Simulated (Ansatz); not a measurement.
# BeGe: the cost of one run

Method: def2-QZVPP, all electrons in the functionals, frozen cores in the correlation of double hybrids and RPA; program: Ansatz 0.2.0, Gaussian basis.

Plan: wB97M-V, B2PLYP, at charge 0, triplet; charge 0, singlet; charge 0, quintet; charge 1, doublet; charge 1, quartet.

10 further runs of the same task are left out: 1 that didn't finish, 9 set aside as unsound or not needed.

## (1) The geometry

The geometry is a PBE0/def2-TZVP stationary point (not a proven minimum). No spin-orbit coupling is included. The filled d shell of Ge may be among the frozen orbitals whatever the setting's name suggests; the logs give the count.

2 atoms, charge 0, spin multiplicity 3.

Atoms are counted from 1 here; the program's logs count them from 0.

No contacts short enough for the rule that draws bonds.

No dispersion term is added; wB97M-V holds VV10 nonlocal correlation.

The geometry shown and the zero of energy belong to the point charge 0, triplet. The yardstick, RCCSD(T), and other wave-function levels (R restricted, U unrestricted, valence and pair active spaces) come from earlier runs.

## (2) wB97M-V, charge 0, triplet

in.yaml

```yaml
crystal:
  periodic: [false, false, false]
  atoms:
    - {symbol: Ge, position_ang: [0.000000, 0.000000, 0.000000]}
    - {symbol: Be, position_ang: [0.000000, 0.000000, 2.167800]}
basis:
  gaussian: {orbitals: "def2-QZVPP.json"}
magnetization: {spin_polarized: true, initial_magnetization: 2}
hamiltonian: {xc: {name: wB97M-V}}
output: {orbitals: {seedname: orbitals}}
```

On the command line:

```console
> ansatz run in.yaml --threads 1 --pin off --events-out ev --progress --plain --max-ram 2393MiB
```

**Question.** How long does this run take on 1 thread of Arm Neoverse V2, shared host, and how much memory does it need?

About 38 s, with a peak of 0.41 GiB.
